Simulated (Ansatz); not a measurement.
# Sc4Mo: the cost of one run

Method: DFT PBE, scalar-relativistic, plane waves, PAW, in Ansatz 0.2.0.

1 further run of the same task is left out (set aside as unsound or not needed).

### Step 1. Starting point

Symmetry: P-3m1, No. 164, trigonal system. Conventional cell: a = 3.225 Å, b = 3.225 Å, c = 12.409 Å, α = 90.00°, β = 90.00°, γ = 120.00°. Sc (site symmetry 3m) is surrounded by 3 Mo at 2.81 Å and 9 Sc at 3.22 to 3.38 Å. Around Sc (site symmetry 3m) lie 12 Sc at 3.18 to 3.38 Å. Mo (site symmetry -3m) has 6 Sc at 2.81 Å and 6 Mo at 3.22 Å as nearest neighbours.

Structure file:

```
CELL_PARAMETERS angstrom
3.22480 0.00000 0.00000
-1.61240 2.79276 0.00000
0.00000 0.00000 12.40886
ATOMIC_POSITIONS crystal
Sc 0.33333 0.66667 0.83066
Sc 0.33333 0.66667 0.39622
Sc 0.66667 0.33333 0.16934
Sc 0.66667 0.33333 0.60378
Mo 0.00000 0.00000 0.00000
```

The cell was relaxed beforehand at this level, from a database cell with other species swapped in; it is a trial structure. At a tolerance of 0.05 Å it has space group P-3m1 (No. 164); it has 22.35 Å³/atom, an uncorrected energy of +0.19 eV/atom over the elements.

### Step 2. Bands, states and charges

Contents of input.yaml:

```yaml
crystal:
  lattice:
    - [3.2248025679, 0.0, 0.0]
    - [-1.6124012839, 2.792760946, 0.0]
    - [0.0, 0.0, 12.4088640958]
  atoms:
    - { symbol: Sc, position: [0.3333333333, 0.6666666667, 0.8306643144] }
    - { symbol: Sc, position: [0.3333333333, 0.6666666667, 0.3962211342], spin: 0.22 }
    - { symbol: Sc, position: [0.6666666667, 0.3333333333, 0.1693356856] }
    - { symbol: Sc, position: [0.6666666667, 0.3333333333, 0.6037788658], spin: 0.22 }
    - { symbol: Mo, position: [0.0, 0.0, 0.0], spin: 0.36 }
basis:
  ecutwfc: 420
kpoints:
  mp_grid: { grid: [12, 12, 4] }
  band_path:
    path:
      - [[0.0, 0.0, 0.0], [0.5, 0.0, 0.0], [0.33333333, 0.33333333, 0.0], [0.0, 0.0, 0.0], [0.0, 0.0, 0.5], [0.5, 0.0, 0.5], [0.33333333, 0.33333333, 0.5], [0.0, 0.0, 0.5]]
      - [[0.5, 0.0, 0.5], [0.5, 0.0, 0.0]]
      - [[0.33333333, 0.33333333, 0.5], [0.33333333, 0.33333333, 0.0]]
    npoints: 14
hamiltonian:
  xc: pbe
scf:
  occupations: { method: gaussian, width: 0.1 }
  n_extra_bands: 12
output:
  forces: true
  stress: true
  eigenvalues: true
  populations: true
  dos: { projected: true, de: 0.02, nscf_kmesh: { grid: [15, 15, 5] } }
  bader: true
  write_density: true
  write_potential: true
  elf: true
  volumetric_format: npy
magnetization:
  spin_polarized: true
checkpoint:
  read: start.run
  write: ck
  compress: false
  write_wavefunctions: false
  write_every: 100000
```

On the command line:

```
ansatz run input.yaml --threads 1 --pin off --max-ram 2560MiB --backend cpu --events-out ev --progress --plain --runs-dir out
```

Q: Estimate wall time and peak memory on 1 thread of Intel Xeon Platinum 8488C (Sapphire Rapids), shared host.

About 1.9 min, with a peak of 0.82 GiB.
